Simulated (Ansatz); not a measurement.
The system is AlO2.

```
Al O
1.0
     1.48816   -5.40283    0.00000
     1.48816    5.40283    0.00000
     0.00000    0.00000    3.64661
Al O
2 4
Direct
  0.66813 0.33187 0.75000
  0.33187 0.66813 0.25000
  0.06107 0.93893 0.75000
  0.93893 0.06107 0.25000
  0.29418 0.70582 0.75000
  0.70582 0.29418 0.25000
```

The cell comes from a database or a generator and needn't be the stable form of this composition.

```yaml
Program: Ansatz 0.2.0
Task: relaxation of cell and atoms
Functional: PBEsol
Potentials_or_basis: Ansatz PAW
Cutoff: "420 eV (not typed: the program's choice for these potentials)"
k_mesh: 9 × 9 × 7
Occupations: fermi-dirac, width 0.05 eV
Spin: no spin polarisation
```

At the start: volume 9.77 Å³/atom.

Q: How do energy, volume and symmetry change on relaxing?

A: It ends after 13 steps and the volume is 8.59 Å³/atom (-12.1 %); space group Cmcm (No. 63, to 0.05 Å).

The path:
| step | energy change (eV) | largest force (eV/Å) | volume (Å³) |
| --- | --- | --- | --- |
| 1 | 0.0000 | 0.6407 | 58.64 |
| 2 | -0.3638 | 1.8085 | 55.02 |
| 3 | -0.7123 | 1.5392 | 52.23 |
| 4 | -0.7477 | 1.1744 | 49.29 |
| 5 | -0.9258 | 0.2319 | 52.18 |
| 6 | -0.9356 | 0.0989 | 51.74 |
| 7 | -0.9368 | 0.0297 | 51.70 |
| 8 | -0.9367 | 0.0045 | 51.73 |
| 9 | -0.9366 | 0.0012 | 51.74 |
| 10 | -0.9172 | 0.0011 | 51.74 |
| 11 | -0.9191 | 0.0166 | 51.53 |
| 12 | -0.9191 | 0.0005 | 51.53 |
| 13 | -0.9178 | 0.0004 | 51.53 |

Final structure:
```cif
data_structure
_symmetry_space_group_name_H-M 'P 1'
_symmetry_Int_Tables_number 1
_cell_length_a 5.1356
_cell_length_b 5.1356
_cell_length_c 3.5919
_cell_angle_alpha 90.000
_cell_angle_beta 90.000
_cell_angle_gamma 147.047
_cell_volume 51.53
loop_
_atom_site_label
_atom_site_type_symbol
_atom_site_fract_x
_atom_site_fract_y
_atom_site_fract_z
_atom_site_occupancy
Al1 Al 0.66171 0.33829 0.75000 1
Al2 Al 0.33829 0.66171 0.25000 1
O1 O 0.02833 0.97167 0.75000 1
O2 O 0.97167 0.02833 0.25000 1
O3 O 0.29509 0.70491 0.75000 1
O4 O 0.70491 0.29509 0.25000 1
```

Caveat: the plane-wave basis is chosen anew once the cell has moved, so the energies of steps on either side of that aren't comparable; the pressure holds a Pulay correction of +1.0 GPa for the finite cutoff; the PAW data sets come from PBE, with cores solved anew for the run's functional, which leaves a small shift of forces and pressure.
